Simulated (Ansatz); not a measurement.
# C₂H₃BrGe, SMILES C#[C][GeH2][Br]: a geometry optimisation

Computed with Ansatz 0.2.0, Python API.

Run as a notebook:

**Cell 1**
```python
import ansatz
from ase import Atoms
import numpy as np
```

**Cell 2**
```python
atoms = Atoms(["C", "C", "Ge", "Br", "H", "H", "H"], positions=[
    (1.9006, 0.225, 0.7405),
    (0.7824, 0.0369, 0.3323),
    (-0.9747, -0.2579, -0.3094),
    (-1.6702, 1.5945, -1.5352),
    (2.8826, 0.3902, 1.0989),
    (-1.9324, -0.4743, 0.89),
    (-0.9884, -1.5143, -1.2171),
])
mol = ansatz.Crystal.molecule_from_ase(atoms)
```

**Cell 3**
```python
calc = (
    mol.calculation()
    .basis(gaussian="def2-SVP")
    .functional("CAM-B3LYP")
)
symbols = [site.symbol for site in mol.cartesian_sites]
start = np.array([site.position_ang for site in mol.cartesian_sites], dtype=float)
def progress(event):
    if event["event"] == "relax_step":
        row = event["data"]
        print(f"step {row['step']:3d}  E = {row['lagrangian_ev']:.6f} eV  largest force component {row['allowed_force_max_ev_ang']:.4f} eV/A")
```

**Cell 4**
```python
report = calc.relax(force_tolerance=0.02).session().plan().execute(on_event=progress).report
end = np.array(report["positions_ang"])
```
Output:
```text
step   1  E = -128674.621766 eV  largest force component 0.6661 eV/A
step   2  E = -128674.642868 eV  largest force component 0.1732 eV/A
step   3  E = -128674.649975 eV  largest force component 0.0303 eV/A
step   4  E = -128674.650017 eV  largest force component 0.0090 eV/A
```

**Cell 5**
```python
print(f"E = {report['free_energy_ev']:.6f} eV = {report['free_energy_ev'] / 27.211386246:.7f} Ha")
print("converged:", report["converged"], " doubts:", report["published_state_doubts"] or "none")
```
Output:
```text
E = -128674.650143 eV = -4728.7061739 Ha
converged: True  doubts: none
```

**Cell 6**
```python
print("final positions (A) and the move of each atom")
for symbol, xyz, old in zip(symbols, end, start):
    print(f"{symbol:2s} {xyz[0]:10.5f} {xyz[1]:10.5f} {xyz[2]:10.5f}   {np.linalg.norm(xyz - old):7.4f}")
with open("c2h3brge_opt.xyz", "w") as handle:
    handle.write(f"{len(symbols)}\nrelaxed C2H3BrGe\n")
    handle.writelines(f"{s:2s} {x:11.6f} {y:11.6f} {z:11.6f}\n" for s, (x, y, z) in zip(symbols, end))
```
Output:
```text
final positions (A) and the move of each atom
C     1.90104    0.22583    0.74028    0.0010
C     0.77792    0.03011    0.33365    0.0082
Ge   -0.97948   -0.28373   -0.29878    0.0283
Br   -1.66645    1.55718   -1.51513    0.0425
H     2.89902    0.39999    1.10142    0.0193
H    -1.94042   -0.44207    0.87808    0.0353
H    -0.99173   -1.48721   -1.23952    0.0353
```

It writes `c2h3brge_opt.xyz`:
```text
7
relaxed C2H3BrGe
C     1.901040    0.225834    0.740276
C     0.777923    0.030112    0.333654
Ge   -0.979478   -0.283730   -0.298784
Br   -1.666453    1.557175   -1.515126
H     2.899019    0.399989    1.101424
H    -1.940424   -0.442074    0.878077
H    -0.991727   -1.487206   -1.239522
```

Caveats:
- Total energies depend on the basis set; only differences at equal settings carry meaning.
- The end point is the stationary point reached from this start; no frequency run checks that it is a minimum, and the basis set is modest.
- Finished in 33 s on 1 thread of Arm Neoverse V1, on a shared host, peak memory 0.39 GiB.
